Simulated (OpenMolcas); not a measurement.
# N⁺: CASSCF and CASPT2 terms and fine-structure levels

Which level of N⁺ lies lowest, and where do the others fall? The reference wave functions come first, then spin-orbit coupling, then second-order correlation under several settings.

Program: OpenMolcas 26.06. Level of theory: state-averaged CASSCF and CASPT2, spin-orbit coupling by RASSI with atomic mean-field integrals. These are calculated values, not measurements, unless marked.

### Step 1. The atom as given

- Species: N⁺ (nitrogen, Z = 7, 6 electrons)
- Basis: ANO-L-VDZP [3s2p1d], 14 functions
- Scalar Hamiltonian: non-relativistic, point nucleus
- Inactive shells: 1s
- Active space: 4 electrons in 4 orbitals (2s 2p)
- Some configurations of this space: 2p4, 2s 2p3, 2s2 2p2
- Orbitals: optimised for each spin and parity, averaged over the low roots

Outer shells as boxes (Hund's rule):

2p4
```
2p [↑↓][↑ ][↑ ]
```

2s 2p3
```
2s [↑ ]
2p [↑ ][↑ ][↑ ]
```

2s2 2p2
```
2s [↑↓]
2p [↑ ][↑ ][  ]
```

The work runs as a chain of OpenMolcas steps in one folder; each step below is one input file. Labels, J, g values, rates, χT and fits are worked out afterwards by a script from the matrices that RASSI stores.

### Step 2. One- and two-electron integrals

Contents of a.inp:

```
&GATEWAY
Coord
1

N 0.0 0.0 0.0
Basis=ANO-L-VDZP
Group=XYZ
NoMove
AngMom=0.0 0.0 0.0
AMFI
&SEWARD
```

Launch:

```console
OMP_NUM_THREADS=1 MOLCAS_MEM=2252 MOLCAS_PROJECT=a pymolcas a.inp > a.log
```

### Step 3. Reference wave functions, triplets of even parity, 3 roots

Contents of a.inp:

```
&RASSCF
FileOrb=start.orb
Symmetry=1
Spin=3
nActEl=4 0 0
Inactive=1 0
Ras2=1 3
CIRoot=3 3 1
SDav=6
CIMx=300
Iter=120 100
PrWF=0.3
OrbListing=Nothing
MaxOrb=0
Atom
>>> COPY $Project.JobIph JOB001
```

start.orb holds the contracted functions of the basis, ordered by shell, or the orbitals of the step before.

### Step 4. Reference wave functions, singlets of even parity, 6 roots

Contents of a.inp:

```
&RASSCF
FileOrb=start.orb
Symmetry=1
Spin=1
nActEl=4 0 0
Inactive=1 0
Ras2=1 3
CIRoot=6 6 1
SDav=12
CIMx=300
Iter=120 100
PrWF=0.3
OrbListing=Nothing
MaxOrb=0
Atom
>>> COPY $Project.JobIph JOB002
```

### Step 5. Reference wave functions, quintets of odd parity, 1 root

Contents of a.inp:

```
&RASSCF
FileOrb=start.orb
Symmetry=2
Spin=5
nActEl=4 0 0
Inactive=1 0
Ras2=1 3
CIRoot=1 1 1
SDav=1
CIMx=300
Iter=120 100
PrWF=0.3
OrbListing=Nothing
MaxOrb=0
Atom
>>> COPY $Project.JobIph JOB003
```

### Step 6. CASSCF: triplets of odd parity, 9 roots

Contents of a.inp:

```
&RASSCF
FileOrb=start.orb
Symmetry=2
Spin=3
nActEl=4 0 0
Inactive=1 0
Ras2=1 3
CIRoot=9 9 1
SDav=9
CIMx=300
Iter=120 100
PrWF=0.3
OrbListing=Nothing
MaxOrb=0
Atom
>>> COPY $Project.JobIph JOB004
```

### Step 7. CASSCF: singlets of odd parity, 8 roots

Contents of a.inp:

```
&RASSCF
FileOrb=start.orb
Symmetry=2
Spin=1
nActEl=4 0 0
Inactive=1 0
Ras2=1 3
CIRoot=8 8 1
SDav=8
CIMx=300
Iter=120 100
PrWF=0.3
OrbListing=Nothing
MaxOrb=0
Atom
>>> COPY $Project.JobIph JOB005
```

### Step 8. RASSI: spin-orbit coupling between the states

Contents of a.inp:

```
&RASSI
NrOfJobIphs=5 3 6 1 9 8
1 2 3
1 2 3 4 5 6
1
1 2 3 4 5 6 7 8 9
1 2 3 4 5 6 7 8
IphNames
JOB001
JOB002
JOB003
JOB004
JOB005
EJob
SpinOrbit
DIPRint=1.0
SOCoupling=1000.0
Subsets=2
MEES
Property=10
'ANGMOM' 1 'ANGMOM' 2 'ANGMOM' 3 'MLTPL  1' 1 'MLTPL  1' 2 'MLTPL  1' 3
'AMFI' 1 'AMFI' 2 'AMFI' 3 'MLTPL  2' 6
SOProperty=3
'ANGMOM' 1 'ANGMOM' 2 'ANGMOM' 3
```

### Step 9. CASPT2: IPEA 0.2 (closed shells correlated: 1s)

Contents of a.inp:

```
>>> COPY JOB001 $Project.JobIph
&CASPT2
Multistate=3 1 2 3
NoMult
Frozen=0 0
IPEA=0.2
MaxIter=60
WThr=0.0 0.3 0.05
PrWF=0.5
NoMix
>>> COPY JOB002 $Project.JobIph
&CASPT2
Multistate=6 1 2 3 4 5 6
NoMult
Frozen=0 0
IPEA=0.2
MaxIter=60
WThr=0.0 0.3 0.05
PrWF=0.5
NoMix
>>> COPY JOB003 $Project.JobIph
&CASPT2
Multistate=1 1
Frozen=0 0
IPEA=0.2
MaxIter=60
WThr=0.0 0.3 0.05
PrWF=0.5
NoMix
>>> COPY JOB004 $Project.JobIph
&CASPT2
Multistate=9 1 2 3 4 5 6 7 8 9
NoMult
Frozen=0 0
IPEA=0.2
MaxIter=60
WThr=0.0 0.3 0.05
PrWF=0.5
NoMix
>>> COPY JOB005 $Project.JobIph
&CASPT2
Multistate=8 1 2 3 4 5 6 7 8
NoMult
Frozen=0 0
IPEA=0.2
MaxIter=60
WThr=0.0 0.3 0.05
PrWF=0.5
NoMix
```

### Step 10. CASPT2: IPEA 0.2 (closed shells correlated: 1s)

a.inp: that of step 9 with these lines changed.

```diff
@@ -3,3 +3,2 @@
 Multistate=3 1 2 3
-NoMult
 Frozen=0 0
@@ -13,3 +12,2 @@
 Multistate=6 1 2 3 4 5 6
-NoMult
 Frozen=0 0
@@ -32,3 +30,2 @@
 Multistate=9 1 2 3 4 5 6 7 8 9
-NoMult
 Frozen=0 0
@@ -42,3 +39,2 @@
 Multistate=8 1 2 3 4 5 6 7 8
-NoMult
 Frozen=0 0
```

### Step 11. CASPT2: IPEA 0.3 (closed shells correlated: 1s), extended multistate

Contents of a.inp:

```
>>> COPY JOB001 $Project.JobIph
&CASPT2
XMultistate=3 1 2 3
Frozen=0 0
IPEA=0.3
MaxIter=60
WThr=0.0 0.3 0.05
PrWF=0.5
NoMix
>>> COPY JOB002 $Project.JobIph
&CASPT2
XMultistate=6 1 2 3 4 5 6
Frozen=0 0
IPEA=0.3
MaxIter=60
WThr=0.0 0.3 0.05
PrWF=0.5
NoMix
>>> COPY JOB003 $Project.JobIph
&CASPT2
Multistate=1 1
Frozen=0 0
IPEA=0.3
MaxIter=60
WThr=0.0 0.3 0.05
PrWF=0.5
NoMix
>>> COPY JOB004 $Project.JobIph
&CASPT2
XMultistate=9 1 2 3 4 5 6 7 8 9
Frozen=0 0
IPEA=0.3
MaxIter=60
WThr=0.0 0.3 0.05
PrWF=0.5
NoMix
>>> COPY JOB005 $Project.JobIph
&CASPT2
XMultistate=8 1 2 3 4 5 6 7 8
Frozen=0 0
IPEA=0.3
MaxIter=60
WThr=0.0 0.3 0.05
PrWF=0.5
NoMix
```

(Steps that only read results are left out.)

Q: Predict the outcome of this session. Wanted: lowest level; first excited level; lowest level of another term; spin-orbit lowering of the lowest level; strongest of the lines computed, by gA, at SS-CASPT2 energies.

The runs gave:

| quantity | value |
| --- | --- |
| method | SS-CASPT2, IPEA 0.2 (closed shells correlated: 1s) |
| lowest level | 2s2 2p2 3P0, 100 % of that term |
| ground level listed by NIST | 3P0 |
| first excited level | 2s2 2p2 3P1 at 45.2 cm-1 |
| lowest level of another term | 2s2 2p2 1D2 at 16690 cm-1 |
| spin-orbit lowering of the lowest level | 89.8 cm-1 |
| strongest of the lines computed, by gA, at SS-CASPT2 energies | 2s 2p3 1D* 2 → 2s2 2p2 1D2, 75.08 nm, A = 5.36e+09 s⁻¹ |

Cost and accuracy by method:

```csv
method,time of its own steps,time with the reference,mean absolute difference from the measured levels (cm-1)
A. CASSCF,13 s,13 s,5400
"B. SS-CASPT2, IPEA 0.2, +1s",2.3 s,15 s,1900
"C. SS-CASPT2, IPEA 0.2, +1s",2.6 s,16 s,1900
"D. XMS-CASPT2, IPEA 0.3, +1s",2.6 s,16 s,2000
```

Times are of one thread on a shared host.

The multiplet 3P is regular; its intervals divided by the larger J differ by 1 % of their mean, where Landé's rule for pure LS coupling makes them equal. Second-order correlation (method B) scales the levels of the lowest configuration above 5000 cm⁻¹ by 0.94 to 1.09. Method B lies closest to the measured levels (1900 cm⁻¹ on average, level with C, level with D) and A farthest (5400). Only the configurations of the active space and the roots asked for are present. Not all states of the active space went into the spin-orbit step. CASPT2 does not keep the components of a term degenerate, and the means are used. Only valence configurations of the active space appear, up to the ionisation limit; * or ° marks odd parity.
